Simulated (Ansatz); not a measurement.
## C2H6AlNSi, SMILES NC1=[CH][AlH][SiH2]1: energies of removing a hydrogen, step by step

Computed with the Python package of Ansatz (0.2.0).

The cells in order, each with its output:

In [1]:
```python
import ansatz as az
from ase import Atoms
```

In [2]:
```python
def total_energy(molecule, charge=0, unpaired=0):
    calc = molecule.calculation().basis(gaussian="cc-pVDZ").functional("r2scan", dispersion="d3bj")
    if charge:
        calc = calc.charge(charge)
    if unpaired:
        calc = calc.spin("collinear", total=unpaired)
    report = calc.run(threads=1).report
    if report["published_state_doubts"]:
        print("  doubts:", report["published_state_doubts"])
    return report["free_energy_ev"]

def without(molecule, index):
    rest = az.Crystal.molecule()
    for i, site in enumerate(molecule.cartesian_sites):
        if i != index:
            rest = rest.atom(site.symbol, site.position_ang)
    return rest

atoms = Atoms(["N", "C", "C", "Al", "Si", "H", "H", "H", "H", "H", "H"], positions=[
    [2.0497, -0.4138, 0.2014],
    [0.5817, -0.2328, 0.1384],
    [-0.4607, -0.9605, 0.7004],
    [-2.0164, -0.0224, 0.0888],
    [-0.47, 1.0111, -0.757],
    [2.4338, -1.1259, 0.7404],
    [2.6383, 0.3047, -0.3221],
    [-0.3529, -1.8165, 1.3468],
    [-3.6794, -0.0708, 0.233],
    [-0.2865, 2.3726, -0.1703],
    [-0.3722, 0.8972, -2.1793],
])
system = az.Crystal.molecule_from_ase(atoms)
```

In [3]:
```python
whole = total_energy(system, 0)
hydrogen = total_energy(az.Crystal.molecule().atom("H", (0, 0, 0)), 0, 1)
print(f"E(molecule) = {whole:.5f} eV, E(H) = {hydrogen:.5f} eV")
for index in [6, 7, 8]:
    radical = total_energy(without(system, index), 0, 1)
    print(f"H{index}: homolysis {96.485332 * (radical + hydrogen - whole):.1f} kJ/mol")
```
```text
DeckWarning: the engine holds no damping parameters fitted to this dispersion correction and functional, so the run takes those fitted to r2scan beside the three-body term, which d3bj leaves out (hamiltonian.dispersion, under Limitations)
E(molecule) = -18129.71256 eV, E(H) = -13.58415 eV
H6: homolysis 446.6 kJ/mol
H7: homolysis 416.2 kJ/mol
H8: homolysis 334.4 kJ/mol
```

Reading the output:
- The settings weren't tested for convergence.
- Warnings are shown shortened and without file and line.
- The geometry is a force-field or estimated start, not a minimum of this method, and the basis set is short of its limit. All parts are taken at fixed geometry, without zero-point energy.
- A dispersion term here runs with damping parameters fitted for another variant or functional.
- Finished in 58 s on 1 thread of Intel(R) Xeon(R) Platinum 8259CL CPU @ 2.50GHz (Skylake/Cascade Lake), on a shared host, peak memory 0.32 GiB.

(Lines on the test bed's own set-up are left out of the output.)
